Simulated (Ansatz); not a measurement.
# doublet C5H8OS+ at 3 levels

We compute a comparison of 3 runs (UHF/3-21G, UHF/6-31G*, UB3LYP/6-31G*) of doublet C5H8OS+. 

Program for the calculation: Ansatz 0.2.0.

14 further runs of the same task are left out: 14 set aside as unsound or not needed.

## (1) The molecule

C5H8OS+: 15 atoms, total charge +1, spin state doublet. As SMILES of the parent species, `O=C1CCSCC1`. The coordinates come from a PBE0-D4/def2-TZVP relaxation. This is one conformer, not always the lowest. That shape belongs to the parent species and isn't relaxed for this state.

Bond lengths: O1–C2 1.206 Å, C2–C3 1.511 Å, C3–C4 1.526 Å, C4–S5 1.801 Å, S5–C6 1.801 Å, C2–C7 1.511 Å, C6–C7 1.526 Å, C3–H8 1.096 Å, C3–H9 1.092 Å, C4–H10 1.091 Å, C4–H11 1.094 Å, C6–H12 1.091 Å, C6–H13 1.094 Å, C7–H14 1.096 Å, C7–H15 1.092 Å. Some angles: O1–C2–C3 121.6°, O1–C2–C7 121.6°, C3–C2–C7 116.7°, C2–C3–C4 112.8°, C3–C4–S5 112.7°, C4–S5–C6 97.2°, S5–C6–C7 112.7°, C2–C7–C6 112.8°, C2–C3–H8 108.0°, C2–C3–H9 107.7°.

## (2) The energy at UHF/3-21G (run 1)

input.yaml

```yaml
crystal:
  periodic: [false, false, false]
  atoms:
    - symbol: O
      position_ang: [-0.037620, -1.744930, -1.667910]
    - symbol: C
      position_ang: [0.003830, -1.073350, -0.667010]
    - symbol: C
      position_ang: [-1.249860, -0.699290, 0.088550]
    - symbol: C
      position_ang: [-1.372560, 0.803280, 0.322580]
    - symbol: S
      position_ang: [0.019010, 1.480310, 1.243270]
    - symbol: C
      position_ang: [1.318290, 0.938540, 0.120390]
    - symbol: C
      position_ang: [1.312530, -0.570500, -0.103980]
    - symbol: H
      position_ang: [-1.223830, -1.206190, 1.059550]
    - symbol: H
      position_ang: [-2.104610, -1.075940, -0.477540]
    - symbol: H
      position_ang: [-2.264810, 1.026220, 0.910330]
    - symbol: H
      position_ang: [-1.467860, 1.333790, -0.629470]
    - symbol: H
      position_ang: [2.261460, 1.253730, 0.570230]
    - symbol: H
      position_ang: [1.217240, 1.468760, -0.831230]
    - symbol: H
      position_ang: [1.482190, -1.070170, 0.856220]
    - symbol: H
      position_ang: [2.106600, -0.864270, -0.793960]
basis:
  gaussian: {orbitals: 3-21G.json}
total_charge: 1
magnetization: {spin_polarized: true, initial_magnetization: 1}
hamiltonian: {xc: hf}
accuracy: high
output: {orbitals: {seedname: orbitals}}
```

The basis set 3-21G is read from a file made from the Basis Set Exchange's data (not shown).

The run is started by

```
$ ansatz run input.yaml --threads 4 --pin off --max-ram 12180MiB --events-out events.jsonl --progress --plain --runs-dir runs
```

The log of the run:

```text
Warning: RAYON_NUM_THREADS=4 ignored (pool sized by the plan → 4); use --threads N
Functional definition: HF
  name "HF"
  exchange = exact_x
  correlation = 0
2095 factors; integrals over basis functions are off by at most 1.3e-8 eV
mean field evaluation 1: about -18024.7684 eV, gradient 3.3e1 eV
mean field evaluation 2: about -18025.4511 eV, gradient 3.3e1 eV
mean field evaluation 4: about -18030.6740 eV, gradient 3.7e0 eV
mean field evaluation 8: about -18030.8419 eV, gradient 6.0e-1 eV
mean field evaluation 16: about -18030.8507 eV, gradient 3.1e-2 eV
mean field evaluation 32: about -18030.8525 eV, gradient 2.8e-8 eV
mean field evaluation 64: about -18030.8501 eV, gradient 6.0e-2 eV
mean field evaluation 96: about -18030.6773 eV, gradient 1.7e0 eV
mean field evaluation 128: about -18030.7116 eV, gradient 7.8e-6 eV
mean field -18030.85247244 eV, -662.6216066115 hartree, gradient 7.9e-8 eV, S^2 0.785563; 2 other end points of the search recorded, 0 dependent functions left out
reference -18030.85247244 eV, -662.6216066115 hartree; 31, 30 occupied and 52, 53 virtual orbitals, 2095 factors
Total energy: -18030.85247244 eV, -662.6216066115 hartree
```

Run time: 3.9 s. Hardware: 4 threads of Arm Neoverse V1, shared host; peak memory 0.48 GiB.

## (3) The energy at UHF/6-31G(d) (spherical functions) (run 2)

molecule.yaml

```yaml
crystal:
  periodic: [false, false, false]
  atoms:
    - {symbol: O, position_ang: [-0.037620, -1.744930, -1.667910]}
    - {symbol: C, position_ang: [0.003830, -1.073350, -0.667010]}
    - {symbol: C, position_ang: [-1.249860, -0.699290, 0.088550]}
    - {symbol: C, position_ang: [-1.372560, 0.803280, 0.322580]}
    - {symbol: S, position_ang: [0.019010, 1.480310, 1.243270]}
    - {symbol: C, position_ang: [1.318290, 0.938540, 0.120390]}
    - {symbol: C, position_ang: [1.312530, -0.570500, -0.103980]}
    - {symbol: H, position_ang: [-1.223830, -1.206190, 1.059550]}
    - {symbol: H, position_ang: [-2.104610, -1.075940, -0.477540]}
    - {symbol: H, position_ang: [-2.264810, 1.026220, 0.910330]}
    - {symbol: H, position_ang: [-1.467860, 1.333790, -0.629470]}
    - {symbol: H, position_ang: [2.261460, 1.253730, 0.570230]}
    - {symbol: H, position_ang: [1.217240, 1.468760, -0.831230]}
    - {symbol: H, position_ang: [1.482190, -1.070170, 0.856220]}
    - {symbol: H, position_ang: [2.106600, -0.864270, -0.793960]}
basis:
  gaussian:
    orbitals: 6-31G_st_-spherical.json
hamiltonian:
  xc: hf
magnetization:
  spin_polarized: true
  initial_magnetization: 1
total_charge: 1
accuracy: high
output:
  orbitals: {seedname: orbitals}
```

The basis set 6-31G* is read from a file made from the Basis Set Exchange's data (not shown).

The run is started by

```
$ ansatz run molecule.yaml --threads 4 --pin off --max-ram 12180MiB --events-out events.jsonl --progress --plain --runs-dir runs
```

The log of the run:

```text
Warning: RAYON_NUM_THREADS=4 ignored (pool sized by the plan → 4); use --threads N
[... 4 set-up lines as earlier in the session ...]
2970 factors; integrals over basis functions are off by at most 3.7e-9 eV
mean field evaluation 1: about -18118.2675 eV, gradient 3.5e1 eV
mean field evaluation 2: about -18118.4238 eV, gradient 3.5e1 eV
mean field evaluation 4: about -18124.7967 eV, gradient 4.6e0 eV
mean field evaluation 8: about -18124.9979 eV, gradient 6.0e-1 eV
mean field evaluation 16: about -18125.0063 eV, gradient 1.6e-5 eV
mean field evaluation 32: about -18124.9955 eV, gradient 2.1e-1 eV
mean field evaluation 64: about -18123.7751 eV, gradient 6.6e0 eV
mean field evaluation 96: about -18124.6345 eV, gradient 4.6e0 eV
mean field -18125.00626241 eV, -666.0816945729 hartree, gradient 1.7e-8 eV, S^2 0.763952; 3 other end points of the search recorded, 0 dependent functions left out
reference -18125.00626241 eV, -666.0816945729 hartree; 31, 30 occupied and 87, 88 virtual orbitals, 2970 factors
Total energy: -18125.00626241 eV, -666.0816945729 hartree
```

Wall time 8.7 s (4 threads of Arm Neoverse V1, shared host); peak memory 0.79 GiB.

## (4) A single-point energy at UB3LYP/6-31G(d) (spherical functions) (run 3)

molecule.yaml: that of step 3 with these lines changed.

```diff
@@ -19,12 +19,7 @@
 basis:
-  gaussian:
-    orbitals: 6-31G_st_-spherical.json
-hamiltonian:
-  xc: hf
-magnetization:
-  spin_polarized: true
-  initial_magnetization: 1
+  gaussian: {orbitals: 6-31G_st_-spherical.json}
 total_charge: 1
+magnetization: {spin_polarized: true, initial_magnetization: 1}
+hamiltonian: {xc: {name: B3LYP}}
 accuracy: high
-output:
-  orbitals: {seedname: orbitals}
+output: {orbitals: {seedname: orbitals}}
```

The basis set 6-31G* is read from a file made from the Basis Set Exchange's data (not shown).

The run is started by

```
$ ansatz run molecule.yaml --threads 4 --pin off --max-ram 12180MiB --events-out events.jsonl --progress --plain --runs-dir runs
```

The log of the run:

```text
Warning: RAYON_NUM_THREADS=4 ignored (pool sized by the plan → 4); use --threads N
Functional definition: B3LYP
  name "B3LYP"
  parameter a0 = 0.2
  parameter ax = 0.72
  parameter ac = 0.81
  exchange = (1 - a0 - ax)*slater_x + ax*b88_x + a0*exact_x
  correlation = (1 - ac)*vwn_rpa_c + ac*lyp_c
2970 factors; integrals over basis functions are off by at most 3.7e-9 eV
mean field evaluation 1: about -18172.7407 eV, gradient 5.8e1 eV
mean field evaluation 2: about -18106.8300 eV, gradient 1.1e2 eV
mean field evaluation 4: about -18187.6158 eV, gradient 1.2e1 eV
mean field evaluation 8: about -18188.5479 eV, gradient 1.8e0 eV
mean field evaluation 16: about -18189.0198 eV, gradient 8.6e-1 eV
mean field evaluation 32: about -18188.9817 eV, gradient 1.1e0 eV
mean field -18189.04764896 eV, -668.4351721198 hartree, gradient 2.8e-8 eV, S^2 0.754651; 3 other end points of the search recorded, 0 dependent functions left out
reference -18189.04768628 eV, -668.4351734914 hartree; 31, 30 occupied and 87, 88 virtual orbitals, 2970 factors
Total energy: -18189.04768628 eV, -668.4351734914 hartree
```

Run time: 14 s. Hardware: 4 threads of Arm Neoverse V1, shared host; peak memory 0.92 GiB.

## (5) Overview of the runs

```tsv
run	level	energy (Eh)	HOMO energy (eV)	LUMO energy (eV)	⟨S²⟩	wall time
1	UHF/3-21G	-662.621607	-15.52	-6.72	0.786	3.9 s
2	UHF/6-31G* (spherical functions)	-666.081695	-15.60	-6.44	0.764	8.7 s
3	UB3LYP/6-31G* (spherical functions)	-668.435173	-11.71	-10.85	0.755	14 s
```

## (6) Outcome

| quantity | value |
| --- | --- |
| run 3: total energy | -668.43517 Eh |
| run 3: HOMO energy (highest over α and β) | -11.71 eV |
| run 3: LUMO energy (lowest over α and β) | -10.85 eV |
| run 3: ⟨S²⟩ | 0.755 |

All runs together took 26 s, the longest 14 s.
